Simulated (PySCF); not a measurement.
# GaF−: from the state search to spectroscopic constants

One job finds the state of GaF−, follows it along the bond with each method and fits the curves.

Computed with PySCF 2.14.0. Level: Ga aug-cc-pVDZ-PP with ECP10, F aug-cc-pVDZ, scalar-relativistic core potentials.

## (1) The job

A driver script around PySCF takes these settings:

```
atoms                         : Ga, F
charge                        : -1
basis                         : Ga aug-cc-pVDZ-PP with ECP10, F aug-cc-pVDZ
Hamiltonian                   : scalar-relativistic core potentials
basis functions               : 55
electrons treated             : 31
masses in u                   : 68.9256, 18.9984
levels                        : PBE0, PBE, r²SCAN, MN15, TPSS, BHandHLYP, ωB97X, HF, MP2, SCS-MP2
grid                          : 80 radial by 434 angular points
occupations                   : held fixed by the projection of orbital angular momentum
dissociation limit            : Ga + F−, each in its ground configuration
starting distance in angstrom : 1.920
values of 2S to try           : 1, 3
```

Started as:

```bash
$ OMP_NUM_THREADS=1 python dia.py task.json out
```

Further steps of the session: The PBE0 curve of the lowest state; PBE (GGA); r²SCAN (meta-GGA); MN15 (hybrid meta-GGA); TPSS (meta-GGA); BHandHLYP; ωB97X; UHF (mean field).

What does the calculation give? Wanted: for each run, Re; ωe; De; μ.

**Answer**, as computed:

Lowest PBE0 solution found, without spin–orbit coupling: ²Π (doublet), unpaired electrons π ↑.

| level | Re (Å) | ωe (cm⁻¹) | De (eV) | μ (D) |
| --- | --- | --- | --- | --- |
| UHF | 1.838 | 515 | 2.50 | 0.02 |
| UHF-MP2 | 1.867 | 489 | 2.54 | n/a |
| UHF-SCS-MP2 | 1.870 | 484 | 2.47 | n/a |
| PBE | 1.898 | 462 | 2.61 | -0.36 |
| TPSS | 1.885 | 474 | 2.64 | -0.19 |
| r²SCAN | 1.864 | 494 | 2.76 | -0.13 |
| PBE0 | 1.870 | 486 | 2.62 | -0.24 |
| MN15 | 1.871 | 496 | 2.79 | -0.37 |
| BHandHLYP | 1.860 | 495 | 2.52 | -0.34 |
| ωB97X | 1.882 | 474 | 2.50 | -0.35 |

De is counted to Ga + F− in their ground configurations. A positive dipole points from Ga to F; in an ion it is taken about the centre of mass and does not tell which atom is negative.

What this shows: The methods spread over 0.060 Å in bond length, from UHF to PBE. Of the levels with a De here, UHF-SCS-MP2 gives the least (2.47 eV) and MN15 the most (2.79 eV).

Correlated steps freeze 5 core orbitals. With some functionals the highest level of the anion is positive, mostly a sign of self-interaction error; the finite basis then holds the extra electron, and no neutral molecule was run to test the binding.
